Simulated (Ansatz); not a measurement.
Task: harmonic frequencies at the relaxed geometry of CH₅InSe, SMILES [CH3][InH][SeH], with Ansatz 0.2.0, Python API. Give the script and its output. Settings (for the species named): B3LYP, def2-SVP basis, multiplicity 1.

```yaml
atoms:
  - { symbol: C, position_ang: [-1.3225, -0.0190, -0.0577] }
  - { symbol: In, position_ang: [0.7276, 0.7684, 0.3007] }
  - { symbol: Se, position_ang: [2.6520, -0.7948, -0.1972] }
  - { symbol: H, position_ang: [-2.0656, 0.7733, -0.0183] }
  - { symbol: H, position_ang: [-1.3305, -0.4886, -1.0407] }
  - { symbol: H, position_ang: [-1.5411, -0.7697, 0.7009] }
  - { symbol: H, position_ang: [1.1706, 2.3480, 0.8900] }
  - { symbol: H, position_ang: [1.7096, -1.8176, -0.5777] }
```

`freq_ch5inse.py`:
```python
"""Vibrations and zero-point energy of CH5InSe."""

import itertools
import warnings

import ansatz as az
from ase import Atoms
from ase.data import atomic_numbers, covalent_radii
from ase.thermochemistry import IdealGasThermo
import numpy as np

BASIS_SET = "def2-SVP"
XC = "b3lyp"


def main() -> None:
    warnings.simplefilter("ignore", az.DeckWarning)

    geometry_ang = [
        ("C", (-1.32252, -0.01899, -0.05771)),
        ("In", (0.7276, 0.76843, 0.30069)),
        ("Se", (2.65201, -0.79483, -0.19721)),
        ("H", (-2.06561, 0.77327, -0.01833)),
        ("H", (-1.33051, -0.48857, -1.04069)),
        ("H", (-1.54113, -0.76971, 0.7009)),
        ("H", (1.1706, 2.34803, 0.89001)),
        ("H", (1.70956, -1.81763, -0.57767)),
    ]
    ch5inse = az.Crystal.molecule()
    for symbol, xyz in geometry_ang:
        ch5inse = ch5inse.atom(symbol, xyz)

    setup = (
        ch5inse.calculation()
        .basis(gaussian=BASIS_SET)
        .functional(XC)
        .scf(lower_state_search="standard")
    )
    symbols = [site.symbol for site in ch5inse.cartesian_sites]
    start = np.array([site.position_ang for site in ch5inse.cartesian_sites], dtype=float)
    data = setup.relax(force_tolerance=0.003).run(threads=1, backend="cpu").report
    end = np.array(data["positions_ang"])

    # pairs closer than 1.2 times the sum of covalent radii, before or after
    radius = [covalent_radii[atomic_numbers[s]] for s in symbols]
    span = lambda where, i, j: np.linalg.norm(where[i] - where[j])
    bonded = [(i, j) for i, j in itertools.combinations(range(len(symbols)), 2) if min(span(start, i, j), span(end, i, j)) < 1.2 * (radius[i] + radius[j])]
    print("pair        before    after (A)")
    for i, j in bonded:
        print(f"{symbols[i]}{i}-{symbols[j]}{j}".ljust(10), f"{span(start, i, j):8.4f} {span(end, i, j):8.4f}")

    # same settings at the minimum
    minimum = az.Crystal.molecule()
    for symbol, place in zip(symbols, end):
        minimum = minimum.atom(symbol, place.tolist())
    vibrating = (
        minimum.calculation()
        .basis(gaussian=BASIS_SET)
        .functional(XC)
        .scf(lower_state_search="standard")
        .phonons(temperatures=(200, 600, 100))
    )
    vib = vibrating.run(threads=1, backend="cpu").report["vibrations"]
    sums = vib["harmonic_sums"]
    modes = [m["omega_inv_cm"] for m in sums["modes_at_gamma"] if m["rigid_motion"] == "no"]
    for number, w in enumerate(modes, start=1):
        print(f"mode {number:2d} {w:9.1f} 1/cm {w / 8065.544 * 1000:8.2f} meV")
    print("imaginary modes:", sum(w < 0 for w in modes), " zero-point energy:", round(sums["zero_point_energy_ev"], 4), "eV")
    # rigid rotor and ideal gas, symmetry number taken as one
    gas = IdealGasThermo(vib_energies=[w / 8065.544 for w in modes if w > 0], geometry="linear" if len(modes) == 3 * len(symbols) - 5 else "nonlinear",
                         atoms=Atoms(symbols, positions=end), symmetrynumber=1, spin=0.0)
    print(f"H(298 K) - E = {gas.get_enthalpy(298.15, verbose=False):.4f} eV")
    print(f"S(298 K, 1 bar) = {96485.33 * gas.get_entropy(298.15, 1e5, verbose=False):.1f} J/(mol K) with symmetry number 1")


if __name__ == "__main__":
    main()
```

Running `python freq_ch5inse.py` prints:
```text
pair        before    after (A)
C0-In1       2.2252   2.1792
C0-H3        1.0869   1.1005
C0-H4        1.0894   1.0985
C0-H5        1.0894   1.1007
In1-Se2      2.5288   2.5583
In1-H6       1.7432   1.7352
Se2-H7       1.4419   1.4770
mode  1      19.0 1/cm     2.35 meV
mode  2      96.0 1/cm    11.90 meV
mode  3     226.2 1/cm    28.04 meV
mode  4     227.9 1/cm    28.26 meV
mode  5     386.0 1/cm    47.86 meV
mode  6     436.4 1/cm    54.11 meV
mode  7     488.8 1/cm    60.61 meV
mode  8     601.8 1/cm    74.61 meV
mode  9     692.0 1/cm    85.79 meV
mode 10     734.4 1/cm    91.05 meV
mode 11    1181.2 1/cm   146.45 meV
mode 12    1429.7 1/cm   177.26 meV
mode 13    1433.3 1/cm   177.71 meV
mode 14    1763.7 1/cm   218.68 meV
mode 15    2403.4 1/cm   297.98 meV
mode 16    3041.6 1/cm   377.11 meV
mode 17    3140.2 1/cm   389.33 meV
mode 18    3160.3 1/cm   391.83 meV
imaginary modes: 0  zero-point energy: 1.3305 eV
H(298 K) - E = 1.5399 eV
S(298 K, 1 bar) = 364.8 J/(mol K) with symmetry number 1
```

What to keep in mind:
- These settings explore the input space; basis and method may be short of convergence.
- The frequencies are harmonic and unscaled, in a modest basis.
- def2 sets replace the cores of elements past krypton by effective core potentials.
- b3lyp holds the VWN-RPA fit, as in Gaussian; the form of ORCA and Turbomole is b3lyp5.
- The entropy takes a symmetry number of 1; a symmetric molecule's is lower by R ln(sigma).
- Wall time of the script: 6 min on 1 thread of Arm Neoverse V2, on a shared host, peak memory 0.35 GiB.
